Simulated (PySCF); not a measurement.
**C3H7F3P2: electronic excitations**

What electronic excitations should C3H7F3P2 (`CCP(P)C(F)(F)F`) show?

The runs use PySCF 2.14.0, with density-fitted response routines of our own; the level of theory stands in each step. All values are computed, except where a source is named. Atoms count from 0, in the outputs and in this text.

**1. The molecule as given**

15 atoms, charge 0, multiplicity 1; geometry from: GFN2-xTB.

Bonds of the start (Å): C0–C1 1.52, C1–P2 1.86, P2–P3 2.17, P2–C4 1.88, C4–F5 1.34, C4–F6 1.34, C4–F7 1.34, C0–H8 1.09, C0–H9 1.09, C0–H10 1.09, C1–H11 1.09, C1–H12 1.09, P3–H13 1.40, P3–H14 1.39.

**2. Ultraviolet spectrum: CAM-B3LYP/def2-SVPD**

Job settings and geometry (Å):

```
{"job": {"kind": "uv", "xc": "CAM-B3LYP", "basis": "def2-SVPD", "nstates": 8, "ntriplets": 3}, "charge": 0, "multiplicity": 1}
C      2.151982    -0.031590     0.261612
C      0.880609    -0.622277    -0.333019
P     -0.406201     0.702591    -0.570042
P     -0.934910     1.052666     1.506481
C     -1.818034    -0.501394    -0.883722
F     -2.043967    -1.368134     0.118899
F     -2.970493     0.153466    -1.085663
F     -1.589009    -1.240521    -1.977359
H      2.535552     0.769862    -0.367152
H      2.917721    -0.799091     0.347853
H      1.956070     0.371770     1.255282
H      0.481204    -1.405650     0.318586
H      1.087866    -1.054581    -1.316374
H     -2.084208     1.763573     1.150520
H     -0.168595     2.217300     1.552187
```

Method: TDDFT CAM-B3LYP/def2-SVPD, vertical, gas phase, core orbitals frozen in the response.

Launch:

```
$ OMP_NUM_THREADS=1 python probes_run.py task.json out
```

The driver reads the jobs from task.json and runs them one after another.

Predict these results of the whole session: lowest singlet (CAM-B3LYP/def2-SVPD); brightest single state of those computed; lowest triplet.

As calculated:

| quantity | value |
| --- | --- |
| lowest singlet (CAM-B3LYP/def2-SVPD) | 5.83 eV (213 nm), f = 0.065 |
| brightest single state of those computed | state 2, 5.98 eV, f = 0.176 |
| lowest triplet | 4.62 eV |

The lowest singlet, at 5.83 eV, is HOMO→LUMO+1 0.49, HOMO→LUMO 0.32 and is bright; of the 8 states computed, the strongest absorption comes from state 2 at 5.98 eV. The lowest triplet lies 1.21 eV below the lowest singlet (triplets in Tamm-Dancoff, singlets in full TDDFT).
